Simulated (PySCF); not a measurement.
# Zr³⁺: dipole response in aug-cc-pVTZ-PP plus 1 even-tempered diffuse shell per l with ECP28

How polarisable is Zr³⁺ at the levels listed below?

The numbers are computed with PySCF 2.14.0 (unrestricted determinants in a Gaussian basis, no spin-orbit coupling in the energies), except any that are marked as measured or tabulated.

## 1. Starting point

```
Element     : zirconium (Z = 40)
Basis       : aug-cc-pVTZ-PP with one added diffuse shell each of s, p, d, f, g type with ECP28MDF (7s7p6d4f3g, 113 functions)
Hamiltonian : a scalar-relativistic core potential
State 1     : Zr³⁺: [Kr] 4d1, 2D determinant
Methods     : wB97X
```

Outer shells as boxes (Hund's rule):

Zr3+ [Kr] 4d1
```
[Kr] core
4d [↑ ][  ][  ][  ][  ]
```

One driver process ran all states and methods and kept the integrals in memory. Each run is shown as a PySCF script that sums up its settings (the driver passes frozen orbitals as a list and adds second-order terms of double hybrids); the logs are those of the runs themselves. The driver starts from symmetry-adapted Hartree-Fock orbitals, holds the occupation by maximum overlap and uses a logarithmic radial grid for functionals, so a plain start would take other cycles.

The integrals over 113 functions and the set-up took 4.7 s of CPU time.

## 2. Zr³⁺: wB97X

**wB97X**

input.py reads:

```python
from pyscf import gto, scf, dft, mp, cc
import basis_set_exchange as bse
txt = bse.get_basis("aug-cc-pVTZ-PP", elements=["Zr"], fmt="nwchem", header=False, augment_diffuse=1)
cut = txt.index("\nECP")
mol = gto.M(atom="Zr 0 0 0", charge=3, spin=1, symmetry="D2h",
            basis=gto.basis.parse(txt[:cut]),
            ecp={"Zr": gto.basis.parse_ecp(txt[cut:])})
mf = dft.UKS(mol, xc="WB97X")
mf.irrep_nelec = {'Ag': (1, 1), 'B1g': (1, 0), 'B1u': (1, 1), 'B2u': (1, 1), 'B3u': (1, 1)}
mf.kernel()
```

The log of the run:

```text
damping factor = 0
level_shift factor = 0
DIIS = <class 'pyscf.scf.diis.CDIIS'>
diis_start_cycle = 1
diis_space = 10
diis_damp = 0
SCF conv_tol = 1e-09
SCF conv_tol_grad = None
number electrons alpha = 5  beta = 4
XC functionals = WB97X
    J.-D. Chai and M. Head-Gordon.,  J. Chem. Phys. 128, 084106 (2008)
cycle= 1 E= -45.1858352805453  delta_E= -0.00265  |g|= 0.0107  |ddm|= 0.163
cycle= 2 E= -45.1858803409001  delta_E= -4.51e-05  |g|= 0.00174  |ddm|= 0.0717
cycle= 3 E= -45.1858819187257  delta_E= -1.58e-06  |g|= 0.000344  |ddm|= 0.00505
cycle= 4 E= -45.1858819805812  delta_E= -6.19e-08  |g|= 3.55e-05  |ddm|= 0.00185
cycle= 5 E= -45.1858819818739  delta_E= -1.29e-09  |g|= 4.11e-06  |ddm|= 5.16e-05
cycle= 6 E= -45.1858819818906  delta_E= -1.68e-11  |g|= 4.21e-07  |ddm|= 1.43e-05
converged SCF energy = -45.1858819818906  <S^2> = 0.75066875  2S+1 = 2.0006686
```

CPU time 2.3 min on a shared host, the integrals not counted.

The occupied shells:

| shell | electrons | mean orbital energy (eV) | spread (eV) | rms radius (bohr) |
| --- | --- | --- | --- | --- |
| 4s α | 1 | -88.086 | 0 | 1.29 |
| 4s β | 1 | -87.444 | 0 | 1.29 |
| 4p α | 3 | -64.354 | 0.157 | 1.44 |
| 4p β | 3 | -63.507 | 1.131 | 1.44 |
| 4d α | 1 | -32.490 | 0 | 1.98 |

⟨S²⟩ = 0.751, ⟨L²⟩ = 6.01.

The driver then solved the coupled dipole response at imaginary frequencies: mean α = 5.595 bohr³ (xx, yy, zz: 6.302, 6.302, 4.179), C₆ = 22.77 au for a like pair.

Energies and moments cover only the electrons outside the core potential.

Radial density 4πr²ρ of Zr³⁺ at wB97X, the electrons outside the core potential:

| r (bohr) | density | spin density |
| --- | --- | --- |
| 0.0387 | 1.38e-05 | 0.000 |
| 0.0651 | 3.80e-05 | 0.000 |
| 0.110 | 0.000153 | 0.000 |
| 0.184 | 0.00128 | 0.000 |
| 0.310 | 0.0214 | 0.002 |
| 0.521 | 0.622 | 0.027 |
| 0.877 | 6.25 | 0.258 |
| 1.47 | 6.47 | 0.627 |
| 2.48 | 0.759 | 0.280 |
| 4.17 | 0.0164 | 0.015 |
| 7.02 | 3.00e-05 | 0.000 |

## 3. Polarisabilities and C₆

Zr³⁺, in atomic units:

| method | mean α | C₆ (like pair) | S(−4) |
| --- | --- | --- | --- |
| wB97X | 5.595 | 22.77 | 12.85 |

α(iu) at wB97X:

| u (hartree) | α(iu) (bohr³) |
| --- | --- |
| 0 | 5.595 |
| 0.0500 | 5.563 |
| 0.100 | 5.473 |
| 0.200 | 5.173 |
| 0.300 | 4.807 |
| 0.500 | 4.101 |
| 0.750 | 3.364 |
| 1.00 | 2.767 |
| 1.50 | 1.897 |
| 2.00 | 1.339 |
| 3.00 | 0.7374 |
| 5.00 | 0.3058 |

## 4. Outcome

| quantity | value |
| --- | --- |
| α of Zr³⁺ | 5.595 (wB97X) bohr³ |

In words: A single London oscillator with the computed α and C₆ of Zr³⁺ at wB97X would have ω = 4 C₆ / (3 α²) = 0.970 hartree. All values hold for this basis alone; no basis-set limit was taken.
